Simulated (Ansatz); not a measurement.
# CHBGa (quartet): the correlation ladder at a displaced geometry (v2), cc-pVDZ

One table from this session's results is given with a row withheld; the runs are named, their logs left out.

The runs use Ansatz 0.2.0, Gaussian basis; cc-pVDZ, core rule «outside noble gas», up to 16 orbitals frozen.

To be run: UHF; CCSD(T) on ROHF; CCSD(T) on UHF; BCCD(T) on ROHF; CISD; CCSDT(Q) on ROHF; CCSDT(Q) on UHF.

25 further runs of the same task are left out: 2 for a known fault of the program, 13 that didn't finish, 10 set aside as unsound or not needed.

**The system**

The geometry is a PBE0/def2-TZVP stationary point (not a proven minimum) with its atoms shifted at random (size 0.100 Å). No spin-orbit coupling is included. The filled d shell of Ga may be among the frozen orbitals whatever the setting's name suggests; the logs give the count.

4 atoms, charge 0, spin multiplicity 4.

Atoms are counted from 1 here; the program's logs count them from 0.

Bond lengths: B1–C2 1.427 Å, B1–Ga3 2.277 Å, C2–Ga3 1.941 Å, C2–H4 1.018 Å. Angles: C2–B1–Ga3 57.9°, B1–C2–Ga3 83.6°, B1–C2–H4 140.4°, Ga3–C2–H4 131.5°, B1–Ga3–C2 38.5°.

The first run:

The input, in.yaml:

```yaml
crystal:
  periodic: [false, false, false]
  atoms:
    - {symbol: B, position_ang: [0.086997, -0.824570, 1.609650]}
    - {symbol: C, position_ang: [-0.077878, 0.568737, 1.348850]}
    - {symbol: Ga, position_ang: [-0.001257, 0.008588, -0.507782]}
    - {symbol: H, position_ang: [0.081851, 1.473008, 1.787323]}
basis:
  gaussian: {orbitals: cc-pVDZ}
magnetization: {spin_polarized: true, initial_magnetization: 3}
hamiltonian: {xc: hf}
output: {orbitals: {seedname: orbitals}}
```

On the command line:

```
ansatz run in.yaml --threads 1 --pin off --events-out ev --progress --plain --max-ram 2393MiB
```

Among the steps run: UHF; CCSD(T) on ROHF; CCSD(T) on UHF; BCCD(T) on ROHF; CISD; CCSDT(Q) on ROHF; CCSDT(Q) on UHF.

One table of the session follows, with a row left open; its other results are not shown here.

It belongs to the step «Misses and costs». 

| method | from UCCSDT(Q) (meV) |
| --- | --- |
| ROHF | +7258.0 |
| UHF | +7059.2 |
| RMP2 | +1017.0 |
| UMP2 | +1063.2 |
| RCCSD | ? |
| UCCSD | +433.3 |
| RCCSD(T) | +79.9 |
| UCCSD(T) | +74.0 |
| BCCD(T) | +81.3 |
| RCCSDT | +47.8 |
| UCCSDT | +35.3 |
| RCCSDT(Q) | +13.8 |
| UCCSDT(Q) | 0 |

Q: Estimate the row for RCCSD from the others.

As computed: from UCCSDT(Q) (meV): +452.2. In the column «from UCCSDT(Q) (meV)» it lies between UCCSD (+433.3) and RMP2 (+1017.0).

Not comparable, so not listed: CISD (they don't share determinant, frozen orbitals or solution with the rows shown, or repeat one).

Caveats from the session: Restricted and unrestricted rows rest on different reference determinants; where their highest levels disagree by more than a few hundredths of an eV, they describe different states and don't form one ladder.
